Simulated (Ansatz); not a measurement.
# Ba: the cost of one run

Program: Ansatz 0.2.0. Level of theory: DFT LDA, scalar-relativistic, plane waves, PAW. These are calculated values, not measurements.

## (1) The structure to begin with

It takes space group Im-3m (No. 229, cubic). The conventional cell has a = 5.000 Å, b = 5.000 Å, c = 5.000 Å, α = 90.00°, β = 90.00°, γ = 90.00°. Around Ba (site symmetry m-3m) lie 8 Ba at 4.33 Å.

Structure file:

```cif
data_structure
_symmetry_space_group_name_H-M 'P 1'
_symmetry_Int_Tables_number 1
_cell_length_a 4.3301
_cell_length_b 4.3301
_cell_length_c 4.3301
_cell_angle_alpha 109.471
_cell_angle_beta 109.471
_cell_angle_gamma 109.471
_cell_volume 62.50
loop_
_atom_site_label
_atom_site_type_symbol
_atom_site_fract_x
_atom_site_fract_y
_atom_site_fract_z
_atom_site_occupancy
Ba1 Ba 0.00000 0.00000 0.00000 1
```

The cell is taken as given, not relaxed at this level.

## (2) The reference: the undisturbed cell on the scan's mesh

input.yaml reads:

```yaml
crystal:
  lattice:
    - [-2.5, 2.5, 2.5]
    - [2.5, -2.5, 2.5]
    - [2.5, 2.5, -2.5]
  atoms:
    - { symbol: Ba, position: [0.0, 0.0, 0.0] }
basis:
  ecutwfc: 420
kpoints:
  mp_grid: { grid: [16, 16, 16] }
hamiltonian:
  xc: lda
scf:
  occupations: { method: gaussian, width: 0.15 }
output:
  forces: true
  stress: true
  eigenvalues: true
```

**Question.** How long does this run take on 1 thread of an x86-64 CPU, shared host, and how much memory does it need?

About 1.9 s, with a peak of 0.41 GiB.
